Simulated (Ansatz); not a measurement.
# GaH7SSi (built from SMILES S.[SiH3][GaH2]): a reaction path by the nudged elastic band

What path joins these two structures, and how high does it climb? Both ends were relaxed at PBE0-D4 in triple zeta. A second band with other settings follows.

The runs use Ansatz 0.2.0, Gaussian basis; PBE0-D4/def2-SVP.

22 further runs of the same task are left out: 22 set aside as unsound or not needed.

## Step 1: The starting structure

The first end: 10 atoms, charge 0, spin multiplicity 1.

Atoms are counted from 1 here; the program's logs count them from 0.

Bond lengths: Ga1–Si2 2.413 Å, Ga1–H3 1.576 Å, Ga1–H4 1.576 Å, Ga1–S6 2.594 Å, Si2–H7 1.496 Å, Si2–H8 1.496 Å, Si2–H9 1.491 Å, H5–S6 1.344 Å, S6–H10 1.344 Å. Angles: Si2–Ga1–H3 119.4°, Si2–Ga1–H4 119.5°, Si2–Ga1–S6 96.2°, H3–Ga1–H4 118.6°, H3–Ga1–S6 94.8°, H4–Ga1–S6 94.9°, Ga1–Si2–H7 111.3°, Ga1–Si2–H8 111.3°, Ga1–Si2–H9 114.4°, H7–Si2–H8 105.7°, H7–Si2–H9 106.8°, H8–Si2–H9 106.8°, Ga1–S6–H5 98.0°, Ga1–S6–H10 98.0°, H5–S6–H10 92.7°.

Coordinates:

| atom | x (Å) | y (Å) | z (Å) |
| --- | --- | --- | --- |
| Ga1 | -0.15590 | -1.32311 | -0.10180 |
| Si2 | 1.45310 | 0.46215 | -0.32152 |
| H3 | -0.85229 | -1.90063 | -1.39203 |
| H4 | -0.18527 | -2.18154 | 1.21930 |
| H5 | -2.00745 | 1.12749 | -0.37527 |
| S6 | -2.15718 | 0.18451 | 0.57097 |
| H7 | 1.00964 | 1.47113 | -1.33264 |
| H8 | 1.60758 | 1.21635 | 0.96070 |
| H9 | 2.81704 | 0.01626 | -0.72683 |
| H10 | -1.52936 | 0.92719 | 1.49901 |

The second end:

```xyz
10
charge 0, multiplicity 1
Ga   -1.1345   -1.2967   -0.0309
Si    1.3811    0.8499   -0.3896
H    -1.2612   -1.6503   -1.5447
H    -0.6080   -2.2229    1.1096
H     0.9112   -0.5785   -0.3356
S    -2.0955    0.6165    0.5567
H     0.5778    1.5776   -1.3949
H     1.2517    1.4323    0.9637
H     2.8076    0.7901   -0.8003
H    -1.8303    0.4817    1.8659
```

## Step 2: The band at PBE0-D4/def2-SVP

Contents of neb/in.yaml:

```yaml
crystal:
  periodic: [false, false, false]
  atoms:
    - {symbol: Ga, position_ang: [-0.155904, -1.323113, -0.101804]}
    - {symbol: Si, position_ang: [1.453098, 0.462152, -0.321521]}
    - {symbol: H, position_ang: [-0.852289, -1.900625, -1.392031]}
    - {symbol: H, position_ang: [-0.185269, -2.181539, 1.219301]}
    - {symbol: H, position_ang: [-2.007450, 1.127488, -0.375267]}
    - {symbol: S, position_ang: [-2.157181, 0.184512, 0.570970]}
    - {symbol: H, position_ang: [1.009638, 1.471125, -1.332636]}
    - {symbol: H, position_ang: [1.607576, 1.216350, 0.960704]}
    - {symbol: H, position_ang: [2.817044, 0.016257, -0.726830]}
    - {symbol: H, position_ang: [-1.529364, 0.927193, 1.499014]}
basis:
  gaussian: {orbitals: def2-SVP}
hamiltonian: {xc: pbe0, dispersion: d4}
neb:
  images: 5
  climbing: true
  max_iterations: 40
  initial_path: idpp
  final_atoms:
    - {symbol: Ga, position_ang: [-1.134534, -1.296678, -0.030909]}
    - {symbol: Si, position_ang: [1.381087, 0.849904, -0.389615]}
    - {symbol: H, position_ang: [-1.261156, -1.650256, -1.544662]}
    - {symbol: H, position_ang: [-0.607959, -2.222922, 1.109596]}
    - {symbol: H, position_ang: [0.911185, -0.578540, -0.335642]}
    - {symbol: S, position_ang: [-2.095516, 0.616520, 0.556665]}
    - {symbol: H, position_ang: [0.577781, 1.577619, -1.394865]}
    - {symbol: H, position_ang: [1.251679, 1.432340, 0.963686]}
    - {symbol: H, position_ang: [2.807645, 0.790128, -0.800295]}
    - {symbol: H, position_ang: [-1.830312, 0.481688, 1.865940]}
```

Command:

```sh
ansatz run in.yaml --threads 4 --pin off --events-out ev --progress --plain --max-ram 9574MiB
```

What it wrote:

```text
Functional definition: PBE0
  name "PBE0"
  cite "Adamo & Barone, J. Chem. Phys. 110, 6158 (1999) doi:10.1063/1.478522"
  cite "Perdew, Burke & Ernzerhof, Phys. Rev. Lett. 77, 3865 (1996) doi:10.1103/PhysRevLett.77.3865"
  parent pbe
  parameter a = 0.25
  parameter kappa = 0.804
  parameter beta = 0.06672455060314922
  exchange = (1 - a)*pbe_x(kappa = kappa, mu = beta*pi^2/3) + a*exact_x
  correlation = pbe_c(beta = beta)
1067 factors; integrals over basis functions are off by at most 2.8e-4 eV
mean field evaluation 1: about -71177.1394 eV, gradient 2.0e1 eV
mean field evaluation 2: about -71177.5236 eV, gradient 2.0e1 eV
mean field evaluation 4: about -71177.9663 eV, gradient 4.0e-1 eV
mean field evaluation 8: about -71177.9639 eV, gradient 1.8e-2 eV
mean field -71177.96392907 eV, -2615.7419282367 hartree, gradient 2.7e-5 eV, S^2 0.000000; 0 other end points of the search recorded, 0 dependent functions left out
the calculation of the forces begins
reference -71177.96396055 eV, -2615.7419293933 hartree; 34, 34 occupied and 69, 69 virtual orbitals, 1067 factors
[... from here to the last solve, the lines of the solves are left out (125 solves) ...]
WARN: NEB end point (image 0): max|allowed force component| = 1.921e-1 eV/Å (the criterion of neb.relax_end_points is 1.000e-2). That is over neb.f_tol: it is no minimum, so the barrier can be far off. Relax it first
WARN: NEB end point (image 6): max|allowed force component| = 2.139e-1 eV/Å (the criterion of neb.relax_end_points is 1.000e-2). That is over neb.f_tol: it is no minimum, so the barrier can be far off. Relax it first
NEB iter   1: max|band force component| = 3.500e0 eV/Å  barrier→ = 3.2886 eV  barrier← = 3.7022 eV  Δτ_max = 0.2000 Å  (168 SCF iters)
NEB iter   2: max|band force component| = 2.405e0 eV/Å  barrier→ = 2.3105 eV  barrier← = 2.7242 eV  Δτ_max = 0.2000 Å  (133 SCF iters)
NEB iter   3: max|band force component| = 1.878e0 eV/Å  barrier→ = 1.6278 eV  barrier← = 2.0414 eV  Δτ_max = 0.2000 Å  (132 SCF iters)
NEB iter   4: max|band force component| = 1.360e0 eV/Å  barrier→ = 1.1696 eV  barrier← = 1.5832 eV  Δτ_max = 0.2000 Å  (130 SCF iters)
NEB iter   5: max|band force component| = 6.771e-1 eV/Å  barrier→ = 0.8594 eV  barrier← = 1.2730 eV  Δτ_max = 0.1978 Å  (124 SCF iters)
NEB iter   6: max|band force component| = 7.718e-1 eV/Å  barrier→ = 0.9054 eV  barrier← = 1.3190 eV  CI = image 2  Δτ_max = 0.2000 Å  (125 SCF iters)
NEB iter   7: max|band force component| = 5.085e-1 eV/Å  barrier→ = 1.0401 eV  barrier← = 1.4537 eV  CI = image 2  Δτ_max = 0.1669 Å  (129 SCF iters)
NEB iter   8: max|band force component| = 3.125e-1 eV/Å  barrier→ = 0.9665 eV  barrier← = 1.3801 eV  CI = image 2  Δτ_max = 0.1257 Å  (124 SCF iters)
NEB iter   9: max|band force component| = 2.397e-1 eV/Å  barrier→ = 0.9513 eV  barrier← = 1.3649 eV  CI = image 2  Δτ_max = 0.1998 Å  (121 SCF iters)
NEB iter  10: max|band force component| = 2.352e-1 eV/Å  barrier→ = 0.9273 eV  barrier← = 1.3409 eV  CI = image 2  Δτ_max = 0.1330 Å  (126 SCF iters)
NEB iter  11: max|band force component| = 2.271e-1 eV/Å  barrier→ = 0.9104 eV  barrier← = 1.3240 eV  CI = image 2  Δτ_max = 0.1778 Å  (126 SCF iters)
NEB iter  12: max|band force component| = 1.030e-1 eV/Å  barrier→ = 0.9052 eV  barrier← = 1.3188 eV  CI = image 2  Δτ_max = 0.0931 Å  (125 SCF iters)
NEB iter  13: max|band force component| = 7.482e-2 eV/Å  barrier→ = 0.9036 eV  barrier← = 1.3172 eV  CI = image 2  Δτ_max = 0.1401 Å  (124 SCF iters)
NEB iter  14: max|band force component| = 1.130e-1 eV/Å  barrier→ = 0.9026 eV  barrier← = 1.3162 eV  CI = image 2  Δτ_max = 0.0709 Å  (121 SCF iters)
NEB iter  15: max|band force component| = 9.230e-2 eV/Å  barrier→ = 0.9013 eV  barrier← = 1.3149 eV  CI = image 2  Δτ_max = 0.0709 Å  (124 SCF iters)
NEB iter  16: max|band force component| = 6.960e-2 eV/Å  barrier→ = 0.9005 eV  barrier← = 1.3141 eV  CI = image 2  Δτ_max = 0.0710 Å  (123 SCF iters)
1067 factors; integrals over basis functions are off by at most 9.9e-4 eV
mean field evaluation 928: about -71177.1022 eV, gradient 1.2e-6 eV
mean field -71177.10217322 eV, -2615.7102592930 hartree, gradient 1.2e-6 eV, S^2 0.000000; 0 other end points of the search recorded, 0 dependent functions left out
the calculation of the forces begins
reference -71177.10220354 eV, -2615.7102604074 hartree; 34, 34 occupied and 69, 69 virtual orbitals, 1067 factors
NEB iter  17: max|band force component| = 2.185e-2 eV/Å  barrier→ = 0.8999 eV  barrier← = 1.3135 eV  CI = image 2  CI's point: of a kind that is not told: the force calls were inconclusive, a negative curvature could not be distinguished from the path's own, the only one lies far off the path, or fixed occupations may fill a level only in part  Δτ_max = 0.0000 Å  (916 SCF iters)
Total energy: -71177.26479368 eV, -2615.7162354848 hartree
Atom 0 at    -0.493354    -1.246600    -0.048686 Å, force    -0.002842    -0.010476     0.001141 eV/Å
Atom 1 at     1.206558     0.702820    -0.418802 Å, force    -0.011730     0.012146    -0.007015 eV/Å
Atom 2 at    -0.786807    -1.778449    -1.482741 Å, force     0.002870     0.010838     0.015862 eV/Å
Atom 3 at    -0.025226    -1.936572     1.267965 Å, force    -0.001634     0.003900    -0.015051 eV/Å
Atom 4 at    -0.635273     0.578144     0.028400 Å, force     0.000730     0.005219     0.001967 eV/Å
Atom 5 at    -2.272254     0.349821     0.457539 Å, force     0.004701    -0.004755     0.013889 eV/Å
Atom 6 at     0.983533     1.676444    -1.532116 Å, force     0.005156    -0.012109     0.008448 eV/Å
Atom 7 at     1.665530     1.440006     0.798791 Å, force    -0.001112     0.000452    -0.002933 eV/Å
Atom 8 at     2.297956    -0.239260    -0.834560 Å, force     0.004546    -0.003912     0.001408 eV/Å
Atom 9 at    -1.940764     0.453445     1.764110 Å, force    -0.000686    -0.001302    -0.017716 eV/Å
Dipole moment:     0.066876     0.015672     0.175201 e Å
```

Wall time 2.9 min (4 threads of Arm Neoverse V1, shared host).

The last band:

| image | path (Å) | energy (kcal/mol) | Ga1–S6 (Å) | Si2–H5 (Å) | Ga1–Si2 (Å) | H5–S6 (Å) |
| --- | --- | --- | --- | --- | --- | --- |
| 0 | 0.00 | 0.0 | 2.59 | 3.52 | 2.41 | 1.34 |
| 1 | 1.16 | 2.3 | 2.62 | 2.78 | 2.42 | 1.35 |
| 2 | 2.31 | 20.8 | 2.44 | 1.90 | 2.61 | 1.71 |
| 3 | 3.68 | -7.3 | 2.22 | 1.51 | 3.31 | 2.93 |
| 4 | 5.05 | -8.3 | 2.22 | 1.51 | 3.37 | 3.41 |
| 5 | 6.42 | -8.8 | 2.22 | 1.51 | 3.41 | 3.37 |
| 6 | 7.79 | -9.5 | 2.22 | 1.50 | 3.33 | 3.36 |

The highest image, 2:

```
Ga   -0.49335   -1.24660   -0.04869
Si    1.20656    0.70282   -0.41880
H    -0.78681   -1.77845   -1.48274
H    -0.02523   -1.93657    1.26797
H    -0.63527    0.57814    0.02840
S    -2.27225    0.34982    0.45754
H     0.98353    1.67644   -1.53212
H     1.66553    1.44001    0.79879
H     2.29796   -0.23926   -0.83456
H    -1.94076    0.45344    1.76411
```

## Step 3: The band at BLYP-D4/def2-SVP, other settings

neb/in.yaml: that of step 2 with these lines changed.

```diff
@@ -15,3 +15,3 @@
   gaussian: {orbitals: def2-SVP}
-hamiltonian: {xc: pbe0, dispersion: d4}
+hamiltonian: {xc: {name: BLYP}, dispersion: d4}
 neb:
@@ -21,2 +21,3 @@
   initial_path: idpp
+  max_displacement: 0.1
   final_atoms:
```

Command:

```sh
ansatz run in.yaml --threads 4 --pin off --events-out ev --progress --plain --max-ram 9574MiB
```

What it wrote:

```text
Functional definition: BLYP
  name "BLYP"
  cite "Becke, Phys. Rev. A 38, 3098 (1988) doi:10.1103/PhysRevA.38.3098"
  cite "Lee, Yang & Parr, Phys. Rev. B 37, 785 (1988) doi:10.1103/PhysRevB.37.785"
  parameter beta = 0.0042
  parameter a = 0.04918
  parameter b = 0.132
  parameter c = 0.2533
  parameter d = 0.349
  exchange = b88_x(beta = beta)
  correlation = lyp_c(a = a, b = b, c = c, d = d)
1162 factors; their error is unknown
mean field evaluation 1: about -71190.7003 eV, gradient 3.5e1 eV
mean field evaluation 2: about -71190.7322 eV, gradient 4.4e1 eV
mean field evaluation 4: about -71193.1083 eV, gradient 6.9e-1 eV
mean field evaluation 8: about -71193.0384 eV, gradient 9.3e-2 eV
mean field evaluation 16: about -71193.0385 eV, gradient 1.3e-5 eV
mean field -71193.03846230 eV, -2616.2959071148 hartree, gradient 1.3e-5 eV, S^2 0.000000; 0 other end points of the search recorded, 0 dependent functions left out
the calculation of the forces begins
reference -71193.03884503 eV, -2616.2959211801 hartree; 34, 34 occupied and 69, 69 virtual orbitals, 1162 factors
[... from here to the last solve, the lines of the solves are left out (132 solves) ...]
WARN: NEB end point (image 0): max|allowed force component| = 5.245e-1 eV/Å (the criterion of neb.relax_end_points is 1.000e-2). That is over neb.f_tol: it is no minimum, so the barrier can be far off. Relax it first
WARN: NEB end point (image 6): max|allowed force component| = 5.181e-1 eV/Å (the criterion of neb.relax_end_points is 1.000e-2). That is over neb.f_tol: it is no minimum, so the barrier can be far off. Relax it first
NEB iter   1: max|band force component| = 3.256e0 eV/Å  barrier→ = 2.8185 eV  barrier← = 3.3230 eV  Δτ_max = 0.1000 Å  (207 SCF iters)
NEB iter   2: max|band force component| = 2.088e0 eV/Å  barrier→ = 2.3379 eV  barrier← = 2.8424 eV  Δτ_max = 0.1000 Å  (142 SCF iters)
NEB iter   3: max|band force component| = 1.924e0 eV/Å  barrier→ = 1.9640 eV  barrier← = 2.4685 eV  Δτ_max = 0.1000 Å  (137 SCF iters)
NEB iter   4: max|band force component| = 1.745e0 eV/Å  barrier→ = 1.7167 eV  barrier← = 2.2213 eV  Δτ_max = 0.1000 Å  (139 SCF iters)
NEB iter   5: max|band force component| = 1.569e0 eV/Å  barrier→ = 1.4924 eV  barrier← = 1.9970 eV  Δτ_max = 0.1000 Å  (141 SCF iters)
NEB iter   6: max|band force component| = 1.354e0 eV/Å  barrier→ = 1.3115 eV  barrier← = 1.8161 eV  Δτ_max = 0.1000 Å  (137 SCF iters)
NEB iter   7: max|band force component| = 1.059e0 eV/Å  barrier→ = 1.1476 eV  barrier← = 1.6521 eV  Δτ_max = 0.1000 Å  (137 SCF iters)
NEB iter   8: max|band force component| = 7.300e-1 eV/Å  barrier→ = 1.0217 eV  barrier← = 1.5262 eV  Δτ_max = 0.1000 Å  (139 SCF iters)
NEB iter   9: max|band force component| = 7.209e-1 eV/Å  barrier→ = 0.9269 eV  barrier← = 1.4314 eV  CI = image 2  Δτ_max = 0.1000 Å  (138 SCF iters)
NEB iter  10: max|band force component| = 4.435e-1 eV/Å  barrier→ = 0.9279 eV  barrier← = 1.4325 eV  CI = image 2  Δτ_max = 0.1000 Å  (138 SCF iters)
NEB iter  11: max|band force component| = 2.042e-1 eV/Å  barrier→ = 0.8821 eV  barrier← = 1.3866 eV  CI = image 2  Δτ_max = 0.0999 Å  (137 SCF iters)
NEB iter  12: max|band force component| = 1.391e-1 eV/Å  barrier→ = 0.8473 eV  barrier← = 1.3519 eV  CI = image 2  Δτ_max = 0.0999 Å  (134 SCF iters)
NEB iter  13: max|band force component| = 8.701e-2 eV/Å  barrier→ = 0.8252 eV  barrier← = 1.3298 eV  CI = image 2  Δτ_max = 0.1000 Å  (134 SCF iters)
NEB iter  14: max|band force component| = 8.197e-2 eV/Å  barrier→ = 0.8092 eV  barrier← = 1.3137 eV  CI = image 2  Δτ_max = 0.1000 Å  (133 SCF iters)
NEB iter  15: max|band force component| = 7.449e-2 eV/Å  barrier→ = 0.8014 eV  barrier← = 1.3059 eV  CI = image 2  Δτ_max = 0.1000 Å  (135 SCF iters)
NEB iter  16: max|band force component| = 9.287e-2 eV/Å  barrier→ = 0.7974 eV  barrier← = 1.3019 eV  CI = image 2  Δτ_max = 0.0501 Å  (135 SCF iters)
NEB iter  17: max|band force component| = 5.657e-2 eV/Å  barrier→ = 0.7967 eV  barrier← = 1.3012 eV  CI = image 2  Δτ_max = 0.0995 Å  (137 SCF iters)
NEB iter  18: max|band force component| = 3.136e-2 eV/Å  barrier→ = 0.7959 eV  barrier← = 1.3004 eV  CI = image 2  Δτ_max = 0.0295 Å  (238 SCF iters)
1162 factors; their error is unknown
mean field -71193.57302362 eV, -2616.3155518812 hartree, gradient 1.8e-6 eV, S^2 0.000000; 0 other end points of the search recorded, 0 dependent functions left out
the calculation of the forces begins
reference -71193.57340314 eV, -2616.3155658281 hartree; 34, 34 occupied and 69, 69 virtual orbitals, 1162 factors
NEB iter  19: max|band force component| = 4.648e-2 eV/Å  barrier→ = 0.7953 eV  barrier← = 1.2998 eV  CI = image 2  CI's point: of a kind that is not told: the force calls were inconclusive, a negative curvature could not be distinguished from the path's own, the only one lies far off the path, or fixed occupations may fill a level only in part  Δτ_max = 0.0000 Å  (815 SCF iters)
Total energy: -71192.73514583 eV, -2616.2847604402 hartree
Atom 0 at    -0.484146    -1.290004    -0.033442 Å, force    -0.002147     0.000788    -0.008513 eV/Å
Atom 1 at     1.210587     0.718142    -0.436878 Å, force    -0.005909    -0.006180     0.003423 eV/Å
Atom 2 at    -0.798678    -1.834990    -1.469160 Å, force    -0.003280     0.003409     0.003047 eV/Å
Atom 3 at    -0.011825    -1.969401     1.299234 Å, force     0.003610     0.001478    -0.002518 eV/Å
Atom 4 at    -0.634615     0.566743     0.023519 Å, force     0.016402     0.005807    -0.004928 eV/Å
Atom 5 at    -2.299758     0.358447     0.473428 Å, force    -0.012746    -0.005850    -0.003450 eV/Å
Atom 6 at     0.948295     1.713066    -1.530743 Å, force    -0.001533    -0.005689    -0.001301 eV/Å
Atom 7 at     1.681399     1.444758     0.790017 Å, force    -0.002071     0.003885     0.001211 eV/Å
Atom 8 at     2.325528    -0.186895    -0.898766 Å, force     0.002655     0.000636     0.004998 eV/Å
Atom 9 at    -1.936888     0.479934     1.782691 Å, force     0.005021     0.001716     0.008032 eV/Å
Dipole moment:     0.045524     0.006653     0.154875 e Å
```

Wall time 2.1 min (4 threads of Arm Neoverse V1, shared host).

The last band:

| image | path (Å) | energy (kcal/mol) | Ga1–S6 (Å) | Si2–H5 (Å) | Ga1–Si2 (Å) | H5–S6 (Å) |
| --- | --- | --- | --- | --- | --- | --- |
| 0 | 0.00 | 0.0 | 2.59 | 3.52 | 2.41 | 1.34 |
| 1 | 1.13 | 1.6 | 2.71 | 2.78 | 2.45 | 1.36 |
| 2 | 2.27 | 18.3 | 2.50 | 1.91 | 2.66 | 1.74 |
| 3 | 3.48 | -9.1 | 2.26 | 1.51 | 3.34 | 2.85 |
| 4 | 4.70 | -11.3 | 2.25 | 1.51 | 3.59 | 3.44 |
| 5 | 5.92 | -12.1 | 2.25 | 1.51 | 3.53 | 3.45 |
| 6 | 7.14 | -11.6 | 2.22 | 1.50 | 3.33 | 3.36 |

The highest image, 2:

```
Ga   -0.48415   -1.29000   -0.03344
Si    1.21059    0.71814   -0.43688
H    -0.79868   -1.83499   -1.46916
H    -0.01183   -1.96940    1.29923
H    -0.63462    0.56674    0.02352
S    -2.29976    0.35845    0.47343
H     0.94829    1.71307   -1.53074
H     1.68140    1.44476    0.79002
H     2.32553   -0.18690   -0.89877
H    -1.93689    0.47993    1.78269
```

## Step 4: Results

| quantity | value |
| --- | --- |
| PBE0-D4/def2-SVP, 17 iterations | highest 20.8 kcal/mol (image 2), last end -9.5 kcal/mol |
| BLYP-D4/def2-SVP, 19 iterations | highest 18.3 kcal/mol (image 2), last end -11.6 kcal/mol |
| from earlier runs: barrier over the separately found saddle, CCSD(T)/def2-TZVPP | 24.0 kcal/mol |

What this shows: The highest image lies 20.8 kcal/mol above the first end, and it climbed, so it estimates the saddle. The ends are not quite minima at this level (largest force component 0.21 eV/Å), so the heights are unreliable: relaxing the first end would lower it and raise the barrier above it. The highest image is 3.2 kcal/mol below the CCSD(T) barrier in triple zeta, which comes from separate runs on the saddle. The second band's highest image lies at 18.3 kcal/mol; the levels differ.
